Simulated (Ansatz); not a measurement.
# CH4AlClO2: one species, many methods

An exercise on one series of results from a longer session: the logs are not shown, and one member is left open.

Method: functionals in def2-TZVPP, the program's frozen cores in correlated methods; program: Ansatz 0.2.0, Gaussian basis.

Levels to be run: LDA (SPW92), PBE-D4, revPBE-D4, BLYP-D4, r2SCAN-D4, B97M-V, PBE0-D4, B3LYP-D4, r2SCANh-D4, r2SCAN0-D4, HSE06-D4, BHLYP-D4, CAM-B3LYP-D4, LC-ωPBE, ωB97X-V, ωB97M-V, B2PLYP, PBE-QIDH; CCSD(T)/def2-SVP; CCSD(T)/def2-TZVPP; MP2/def2-QZVPP; extrapolation to the limit; RPA on PBE.

## The geometry

The geometry comes from an earlier relaxation with PBE0-D4 in a triple-zeta def2 set; it is a stationary point, not always the lowest conformer.

SMILES `C[O][Al]([OH])[Cl]`, 9 atoms, charge 0, spin multiplicity 1.

Atoms are counted from 1 here; the program's logs count them from 0.

Bond lengths: C1–O2 1.399 Å, C1–H6 1.096 Å, C1–H7 1.094 Å, C1–H8 1.094 Å, O2–Al3 1.667 Å, Al3–O4 1.681 Å, Al3–Cl5 2.092 Å, O4–H9 0.956 Å. Angles: O2–C1–H6 112.5°, O2–C1–H7 109.8°, O2–C1–H8 109.8°, H6–C1–H7 108.3°, H6–C1–H8 108.3°, H7–C1–H8 108.1°, C1–O2–Al3 135.7°, O2–Al3–O4 118.8°, O2–Al3–Cl5 120.1°, O4–Al3–Cl5 121.1°, Al3–O4–H9 122.4°.

The first run:

The input, in.yaml:

```yaml
crystal:
  periodic: [false, false, false]
  atoms:
    - {symbol: C, position_ang: [0.136321, -1.507736, -0.806361]}
    - {symbol: O, position_ang: [-0.106852, -0.656441, 0.277252]}
    - {symbol: Al, position_ang: [-0.073072, 0.991076, 0.530184]}
    - {symbol: O, position_ang: [-0.455548, 1.583483, 2.055732]}
    - {symbol: Cl, position_ang: [0.438126, 2.284088, -1.033408]}
    - {symbol: H, position_ang: [0.424496, -0.961142, -1.711608]}
    - {symbol: H, position_ang: [0.940890, -2.206121, -0.556692]}
    - {symbol: H, position_ang: [-0.762280, -2.090985, -1.029467]}
    - {symbol: H, position_ang: [-0.453681, 2.517579, 2.257267]}
basis:
  gaussian: {orbitals: def2-TZVPP}
hamiltonian: {xc: lda}
output: {orbitals: {seedname: orbitals}}
```

Command:

```sh
ansatz run in.yaml --threads 4 --pin off --events-out ev --progress --plain --max-ram 10444MiB
```

Steps of the session up to this table: LDA; PBE-D4 (GGA); revPBE-D4 (GGA); BLYP-D4 (GGA); r2SCAN-D4 (meta-GGA); B97M-V (meta-GGA); B3LYP-D4 (hybrid); r2SCANh-D4 (hybrid); r2SCAN0-D4 (hybrid); HSE06-D4 (hybrid); BHLYP-D4 (hybrid); CAM-B3LYP-D4 (range-separated); LC-ωPBE (range-separated); ωB97X-V (range-separated); ωB97M-V (range-separated); B2PLYP (double hybrid); PBE-QIDH (double hybrid).

One table of the session follows, with a row left open; its other results are not shown here.

It belongs to the step «Frontier levels by functional». 

| functional | HOMO (eV) | gap (eV) |
| --- | --- | --- |
| LDA (SPW92) | -6.98 | 5.24 |
| PBE-D4 | -6.83 | 5.35 |
| revPBE-D4 | -6.77 | 5.44 |
| BLYP-D4 | -6.74 | 5.30 |
| r2SCAN-D4 | ? | ? |
| B97M-V | -7.24 | 5.96 |
| PBE0-D4 | -8.38 | 7.78 |
| B3LYP-D4 | -8.14 | 7.23 |
| r2SCANh-D4 | -7.74 | 7.02 |
| r2SCAN0-D4 | -8.61 | 8.30 |
| HSE06-D4 | -7.97 | 7.00 |
| BHLYP-D4 | -9.89 | 10.03 |
| CAM-B3LYP-D4 | -9.86 | 10.13 |
| LC-ωPBE | -11.24 | 12.83 |
| ωB97X-V | -10.88 | 12.24 |
| ωB97M-V | -10.80 | 11.82 |

Q: Estimate the row for r2SCAN-D4 from the others.

Worked estimate for «HOMO (eV)». Against the share of exact exchange, r2SCANh-D4 (0.1, -7.74), r2SCAN0-D4 (0.25, -8.61) give a slope of -5.80 per unit share; at 0 the line stands at -7.16.

As computed: HOMO (eV): -7.16; gap (eV): 6.17. In «HOMO (eV)» the line misses by 0.00.
